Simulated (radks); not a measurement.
# Ionising platinum step by step, Pt⁶⁰⁺ to Pt⁷⁷⁺

How much does each further electron of platinum cost? Each ion is computed in its NIST ground configuration. Each value is a difference of total energies (Δ-SCF).

The numbers are computed with radks (a radial shooting solver on a logarithmic mesh, Libxc functionals) version 1 (scalar-relativistic Kohn-Sham, PBE, spin-unpolarised, spherical densities, point nucleus), except any that are marked as measured or tabulated.

## 1. The atom as given

```
element             : platinum (Z = 78)
charges             : 60 to 77
first configuration : [Ar]
last configuration  : 1s1
```

The outer shells:

Pt⁶⁰⁺
```
[Ne] core
3s [↑↓]
3p [↑↓][↑↓][↑↓]
```

Pt⁷⁷⁺
```
1s [↑ ]
```

## 2. Pt⁶⁰⁺, [Ar]

The run's settings:

```text
Z 78
configuration [Ar]
relativity scalar-relativistic
functional pbe,pbe
spin unpolarised
nucleus point
c 137.035999084
```

## 3. Pt⁶¹⁺, [Ne] 3s2 3p5

Input: that of step 2 with these lines changed.

```diff
@@ -1,3 +1,3 @@
 Z 78
-configuration [Ar]
+configuration [Ne] 3s2 3p5
 relativity scalar-relativistic
```

## 4. Pt⁶²⁺, [Ne] 3s2 3p4

The run's settings:

```text
Z 78
configuration [Ne] 3s2 3p4
relativity scalar-relativistic
functional pbe,pbe
spin unpolarised
nucleus point
c 137.035999084
```

## 5. Pt⁶³⁺, [Ne] 3s2 3p3

The run's settings:

```text
Z 78
configuration [Ne] 3s2 3p3
relativity scalar-relativistic
functional pbe,pbe
spin unpolarised
nucleus point
c 137.035999084
```

## 6. Pt⁶⁴⁺, [Ne] 3s2 3p2

The run's settings:

```text
Z 78
configuration [Ne] 3s2 3p2
relativity scalar-relativistic
functional pbe,pbe
spin unpolarised
nucleus point
c 137.035999084
```

## 7. Pt⁶⁵⁺, [Ne] 3s2 3p1

The run's settings:

```text
Z 78
configuration [Ne] 3s2 3p1 4s0 3d0
relativity scalar-relativistic
functional pbe,pbe
spin unpolarised
nucleus point
c 137.035999084
```

## 8. Pt⁶⁶⁺, [Ne] 3s2

The run's settings:

```text
Z 78
configuration [Ne] 3s2
relativity scalar-relativistic
functional pbe,pbe
spin unpolarised
nucleus point
c 137.035999084
```

## 9. Pt⁶⁷⁺, [Ne] 3s1

The run's settings:

```text
Z 78
configuration [Ne] 3s1 3p0 4s0
relativity scalar-relativistic
functional pbe,pbe
spin unpolarised
nucleus point
c 137.035999084
```

## 10. Pt⁶⁸⁺, [Ne]

The run's settings:

```text
Z 78
configuration [Ne]
relativity scalar-relativistic
functional pbe,pbe
spin unpolarised
nucleus point
c 137.035999084
```

## 11. Pt⁶⁹⁺, [He] 2s2 2p5

Input: that of step 10 with these lines changed.

```diff
@@ -1,3 +1,3 @@
 Z 78
-configuration [Ne]
+configuration [He] 2s2 2p5
 relativity scalar-relativistic
```

## 12. Pt⁷⁰⁺, [He] 2s2 2p4

The run's settings:

```text
Z 78
configuration [He] 2s2 2p4 3s0 3p0
relativity scalar-relativistic
functional pbe,pbe
spin unpolarised
nucleus point
c 137.035999084
```

## 13. Pt⁷¹⁺, [He] 2s2 2p3

The run's settings:

```text
Z 78
configuration [He] 2s2 2p3
relativity scalar-relativistic
functional pbe,pbe
spin unpolarised
nucleus point
c 137.035999084
```

## 14. Pt⁷²⁺, [He] 2s2 2p2

The run's settings:

```text
Z 78
configuration [He] 2s2 2p2
relativity scalar-relativistic
functional pbe,pbe
spin unpolarised
nucleus point
c 137.035999084
```

## 15. Pt⁷³⁺, [He] 2s2 2p1

The run's settings:

```text
Z 78
configuration [He] 2s2 2p1
relativity scalar-relativistic
functional pbe,pbe
spin unpolarised
nucleus point
c 137.035999084
```

## 16. Pt⁷⁴⁺, [He] 2s2

The run's settings:

```text
Z 78
configuration [He] 2s2
relativity scalar-relativistic
functional pbe,pbe
spin unpolarised
nucleus point
c 137.035999084
```

## 17. Pt⁷⁵⁺, [He] 2s1

The run's settings:

```text
Z 78
configuration [He] 2s1 2p0 3s0
relativity scalar-relativistic
functional pbe,pbe
spin unpolarised
nucleus point
c 137.035999084
```

## 18. Pt⁷⁶⁺, [He]

The run's settings:

```text
Z 78
configuration [He]
relativity scalar-relativistic
functional pbe,pbe
spin unpolarised
nucleus point
c 137.035999084
```

## 19. Pt⁷⁷⁺, 1s1

Input: that of step 18 with these lines changed.

```diff
@@ -1,3 +1,3 @@
 Z 78
-configuration [He]
+configuration 1s1 2s0 2p0
 relativity scalar-relativistic
```

**Question.** What will these runs give? Wanted: for each run, species; configuration; Δ-SCF; −ε(HOMO); NIST; error.

The runs gave:

```tsv
species	configuration	Δ-SCF (eV)	−ε(HOMO) (eV)	NIST (eV)	error (%)
Pt⁶⁰⁺	[Ar]	6656.0	6592.9	6517 (theory)	+2.1
Pt⁶¹⁺	[Ne] 3s2 3p5	6790.5	6727.0	6646 (theory)	+2.2
Pt⁶²⁺	[Ne] 3s2 3p4	6925.5	6861.6	6787 (theory)	+2.0
Pt⁶³⁺	[Ne] 3s2 3p3	7060.7	6996.5	6918 (theory)	+2.1
Pt⁶⁴⁺	[Ne] 3s2 3p2	7196.1	7131.7	7512 (theory)	-4.2
Pt⁶⁵⁺	[Ne] 3s2 3p1	7331.2	7266.7	7660 (theory)	-4.3
Pt⁶⁶⁺	[Ne] 3s2	7991.5	7928.4	7960 (theory)	+0.4
Pt⁶⁷⁺	[Ne] 3s1	8123.2	8059.3	8100 (theory)	+0.3
Pt⁶⁸⁺	[Ne]	18068.9	17893.9	17540 (theory)	+3.0
Pt⁶⁹⁺	[He] 2s2 2p5	18437.9	18261.4	17890 (theory)	+3.1
Pt⁷⁰⁺	[He] 2s2 2p4	18808.6	18630.8	18280 (theory)	+2.9
Pt⁷¹⁺	[He] 2s2 2p3	19180.7	19001.7	18630 (theory)	+3.0
Pt⁷²⁺	[He] 2s2 2p2	19553.3	19373.6	20840 (theory)	-6.2
Pt⁷³⁺	[He] 2s2 2p1	19925.6	19745.7	21280 (theory)	-6.4
Pt⁷⁴⁺	[He] 2s2	21930	21772	21840 (theory)	+0.4
Pt⁷⁵⁺	[He] 2s1	22246	22093	22205.7 (theory)	+0.2
Pt⁷⁶⁺	[He]	89454	88774	88955.1 (theory)	+0.6
Pt⁷⁷⁺	1s1	90724	90124	90659.8 (theory)	+0.1
```

**Reading.** Reference values: NIST Atomic Spectra Database (exp. measured, semi-emp. semi-empirical, theory a theoretical value adopted there). The steepest step, after dividing by the final charge, comes at Pt⁷⁶⁺ in [He], where the value goes from 22246 to 89454 eV. There the highest level belongs to another shell. Minus the highest eigenvalue gives 99 to 99 % of the Δ-SCF value along the ladder. Spin polarisation and multiplet splitting are left out, so open shells lie too high by an amount that depends on their filling. Spin-orbit splitting is averaged out at the scalar-relativistic level. Nuclear size, the Breit interaction and QED, all absent here, shift the 1s and 2s values of heavy ions.
